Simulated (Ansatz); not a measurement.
**ScCd: how the settings move a relaxation**

Question: which choices in the input matter for ScCd?

Computed with Ansatz 0.2.0 (reference: DFT, LDA, PAW with Ansatz's default frozen-core files, scalar-relativistic, unless a step's input says otherwise).

1 further run of the same task is left out (set aside as unsound or not needed).

### Step 1. The starting structure

The structure is cubic, space group Pm-3m (No. 221). The conventional cell has a = 3.340 Å, b = 3.340 Å, c = 3.340 Å, α = 90.00°, β = 90.00°, γ = 90.00°. Around Sc (site symmetry m-3m) lie 8 Cd at 2.89 Å. Cd (site symmetry m-3m) has 8 Sc at 2.89 Å as nearest neighbours.

As a file:

```cif
data_structure
_symmetry_space_group_name_H-M 'P 1'
_symmetry_Int_Tables_number 1
_cell_length_a 3.3403
_cell_length_b 3.3403
_cell_length_c 3.3403
_cell_angle_alpha 90.000
_cell_angle_beta 90.000
_cell_angle_gamma 90.000
_cell_volume 37.27
loop_
_atom_site_label
_atom_site_type_symbol
_atom_site_fract_x
_atom_site_fract_y
_atom_site_fract_z
_atom_site_occupancy
Sc1 Sc 0.50000 0.50000 0.50000 1
Cd1 Cd 0.00000 0.00000 0.00000 1
```

### Step 2. Reference

File input.yaml:

```yaml
crystal:
  lattice:
    - [3.3403099166, 0.0, 0.0]
    - [0.0, 3.3403099166, 0.0]
    - [0.0, 0.0, 3.3403099166]
  atoms:
    - { symbol: Sc, position: [0.5, 0.5, 0.5] }
    - { symbol: Cd, position: [0.0, 0.0, 0.0] }
kpoints:
  mp_grid: { grid: [10, 10, 10] }
scf:
  occupations: { method: fermi_dirac, width: 0.05 }
hamiltonian:
  xc: lda
  pseudopotentials: { kind: paw }
output:
  forces: true
  stress: true
  write_density: true
  write_potential: true
  elf: true
  volumetric_format: npy
relax:
  f_tol: 0.01
  max_steps: 30
```

Run with:

```console
$ ansatz run input.yaml --threads 1 --pin off --max-ram 2048MiB --backend cpu --events-out ev --progress --plain --runs-dir out
```

### Step 3. Changed: hubbard.sites [{species: Sc, l: d, u_eff: 1.0}], hubbard.double_counting amf

Changes to input.yaml since step 2:

```diff
@@ -15,2 +15,3 @@
   pseudopotentials: { kind: paw }
+  hubbard: { sites: [{ species: Sc, l: d, u_eff: 1.0 }], double_counting: amf }
 output:
@@ -18,6 +19,2 @@
   stress: true
-  write_density: true
-  write_potential: true
-  elf: true
-  volumetric_format: npy
 relax:
```

Before running it: what results should come out? Wanted: for each run, ending; energy change; pressure; gap; force.

The runs gave:

| run | ending | energy change | pressure (GPa) | gap (eV) | force (eV/Å) | cycles | time |
| --- | --- | --- | --- | --- | --- | --- | --- |
| reference | converged | 0 | 8.8 | 0.00 | 0.00 | 6 | 1 s |
| 1: hubbard.sites [{species: Sc, l: d, u_eff: 1.0}], hubbard.double_counting amf | converged | -2.2 meV/atom (U changed: no physical gain or loss) | 8.8 | 0.00 | 0.00 | 8 | 1.6 s |

Times don't compare one to one where runs were asked for different outputs or read a saved state (see the inputs); cycles may leave out searches for a lower state.

What this shows: Changing the Hubbard U moves the energy by -2.2 meV/atom. The U term adds an energy of its own, so the shift says nothing about which run is better. A changed U is a change of model: its shifts are not errors of convergence. Symmetry fixes the atoms and the cell is held, so no setting can move this relaxation. 
